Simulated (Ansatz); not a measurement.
# C3H11BFN: the cost of one run

The runs use Ansatz 0.2.0, Gaussian basis; the settings change from run to run.

## 1. The molecule

The geometry comes from an earlier relaxation with PBE0-D4 in a triple-zeta def2 set; it is a stationary point, not always the lowest conformer.

SMILES `C[NH2+][B-](C)(C)F`, 17 atoms, charge 0, spin multiplicity 1.

Atoms are counted from 1 here; the program's logs count them from 0.

Bond lengths: C1–N2 1.469 Å, C1–H7 1.091 Å, C1–H8 1.088 Å, C1–H9 1.088 Å, N2–B3 1.677 Å, N2–H10 1.015 Å, N2–H11 1.017 Å, B3–C4 1.608 Å, B3–C5 1.606 Å, B3–F6 1.414 Å, C4–H12 1.097 Å, C4–H13 1.094 Å, C4–H14 1.098 Å, C5–H15 1.095 Å, C5–H16 1.097 Å, C5–H17 1.094 Å. Angles: N2–C1–H7 111.5°, N2–C1–H8 108.0°, N2–C1–H9 108.9°, H7–C1–H8 110.0°, H7–C1–H9 109.6°, H8–C1–H9 108.7°, C1–N2–B3 115.6°, C1–N2–H10 110.8°, C1–N2–H11 109.9°, B3–N2–H10 108.4°, B3–N2–H11 105.0°, H10–N2–H11 106.7°, N2–B3–C4 104.9°, N2–B3–C5 108.1°, N2–B3–F6 101.3°, C4–B3–C5 116.0°, C4–B3–F6 112.3°, C5–B3–F6 112.8° and more.

## 2. B2GP-PLYP/def2-TZVPP

This run has relativity set to scalar, the search for lower states set to off.

Input file in.yaml:

```yaml
crystal:
  periodic: [false, false, false]
  atoms:
    - {symbol: C, position_ang: [-1.531601, -1.329397, -0.494588]}
    - {symbol: N, position_ang: [-0.101644, -0.994447, -0.452422]}
    - {symbol: B, position_ang: [0.257070, 0.616626, -0.156393]}
    - {symbol: C, position_ang: [1.858897, 0.709267, -0.265828]}
    - {symbol: C, position_ang: [-0.375598, 1.014323, 1.265584]}
    - {symbol: F, position_ang: [-0.393054, 1.248017, -1.241138]}
    - {symbol: H, position_ang: [-1.692532, -2.359466, -0.816588]}
    - {symbol: H, position_ang: [-2.018191, -0.642835, -1.184713]}
    - {symbol: H, position_ang: [-1.956100, -1.187287, 0.497051]}
    - {symbol: H, position_ang: [0.380908, -1.561520, 0.238003]}
    - {symbol: H, position_ang: [0.328187, -1.199085, -1.350861]}
    - {symbol: H, position_ang: [2.383570, 0.136266, 0.508219]}
    - {symbol: H, position_ang: [2.176054, 1.749568, -0.147602]}
    - {symbol: H, position_ang: [2.240741, 0.378740, -1.240542]}
    - {symbol: H, position_ang: [-1.470632, 0.987980, 1.279202]}
    - {symbol: H, position_ang: [-0.015443, 0.390976, 2.093180]}
    - {symbol: H, position_ang: [-0.089531, 2.041972, 1.509436]}
basis:
  gaussian: {orbitals: def2-TZVPP}
hamiltonian: {xc: {name: B2GP-PLYP}, pseudopotentials: {relativity: scalar}}
scf: {lower_state_search: off}
output: {forces: true}
```

Launch:

```sh
$ ansatz run in.yaml --threads 4 --pin off --events-out ev --progress --plain --max-ram 11315MiB
```

**Question.** How long does this run take on 4 threads of Arm Neoverse V2, shared host, and how much memory does it need?

About 31 s, with a peak of 1.4 GiB.
